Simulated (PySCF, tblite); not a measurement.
# C5H11ClN2Si: geometry, infrared bands and NMR shifts

Wanted: the infrared bands and NMR shifts of C5H11ClN2Si (`[H]/N=C\C(=C\N(C)C)[SiH2]Cl`), by calculation.

Computed with tblite 0.8.0 and PySCF 2.14.0, with density-fitted response routines of our own, on a single molecule in the gas phase. Atoms count from 0, in the outputs and in this text.

### Step 1. The starting structure

20 atoms, charge 0, multiplicity 1; geometry from: force field or distance geometry start.

Bonds of the start (Å): C0–N1 1.46, N1–C2 1.42, N1–C3 1.43, C3–C4 1.31, C4–C5 1.45, C5–N6 1.28, C4–Si7 1.87, Si7–Cl8 2.09, C0–H9 1.14, C0–H10 1.10, C0–H11 1.10, C2–H12 1.09, C2–H13 1.13, C2–H14 1.13, C3–H15 1.10, C5–H16 1.09, N6–H17 1.05, Si7–H18 1.46, Si7–H19 1.48.

### Step 2. Geometry optimisation with GFN2-xTB

The job: settings as JSON, then the geometry in Å.

```
{"job": {"kind": "relax", "xc": "GFN2-xTB", "basis": "xTB"}, "charge": 0, "multiplicity": 1}
C     -2.003100    -0.927800    -0.902100
N     -1.196600    -0.152800     0.040100
C     -1.631700     1.100400     0.556500
C      0.052100    -0.757300     0.405300
C      1.223900    -0.222900     0.152100
C      2.497700    -0.812000     0.497400
N      2.652100    -1.921700     1.110700
Si     1.253300     1.414100    -0.744800
Cl     1.790700     2.940700     0.577900
H     -2.692100    -1.625200    -0.327900
H     -1.323300    -1.591800    -1.455400
H     -2.639700    -0.302500    -1.541600
H     -0.908400     1.710300     1.089900
H     -2.447100     0.865800     1.299300
H     -2.130900     1.762300    -0.212300
H     -0.020600    -1.710200     0.943500
H      3.392900    -0.259500     0.224500
H      1.809600    -2.479000     1.394500
H     -0.037900     1.671800    -1.383900
H      2.354000     1.308100    -1.726800
```

On the command line:

```console
$ OMP_NUM_THREADS=1 python probes_run.py task.json out
```

This one command runs all jobs of the session in turn.

**Question.** This job is followed by: GFN2-xTB harmonic vibrations, gas phase; GIAO PBE0/pcSseg-1 NMR shielding, non-relativistic, gas phase. What will the session give for the following? strongest single infrared mode (GFN2-xTB); zero-point energy (GFN2-xTB); 13C shifts against TMS (PBE0/pcSseg-1, means over atoms taken as alike); 1H shifts against TMS (PBE0/pcSseg-1, means over atoms taken as alike); 15N shifts against NH3 (PBE0/pcSseg-1); 29Si shifts against TMS (PBE0/pcSseg-1); 35Cl shifts against HCl (PBE0/pcSseg-1).

**Answer**, as computed:

| quantity | value |
| --- | --- |
| strongest single infrared mode (GFN2-xTB) | 1609 cm⁻¹, 971 km/mol |
| zero-point energy (GFN2-xTB) | 95.6 kcal/mol |
| 13C shifts against TMS (PBE0/pcSseg-1, means over atoms taken as alike) | 169.6, 158.6, 98.9, 44.0 ppm |
| 1H shifts against TMS (PBE0/pcSseg-1, means over atoms taken as alike) | 10.04, 7.79, 6.90, 5.42, 3.19 ppm |
| 15N shifts against NH3 (PBE0/pcSseg-1) | 305.9, 110.2 ppm |
| 29Si shifts against TMS (PBE0/pcSseg-1) | -21.1 ppm |
| 35Cl shifts against HCl (PBE0/pcSseg-1) | 8 ppm |

The optimisation took 128 steps and gained 1.007 eV; among the close pairs (by a distance rule), N1–C3 changed most, from 1.435 to 1.343 Å. No mode is imaginary among the 54: a minimum at this level. The strongest single mode, at 1609 cm⁻¹, is spread over several atoms, C3, C4, N1, C5 among them. Unscaled tight-binding wavenumbers are off by several per cent, some by more. Its intensities can rank the bands wrongly. At PBE0/pcSseg-1: The widest tensor belongs to N6: span 598 ppm, with a paramagnetic part of -366 ppm.
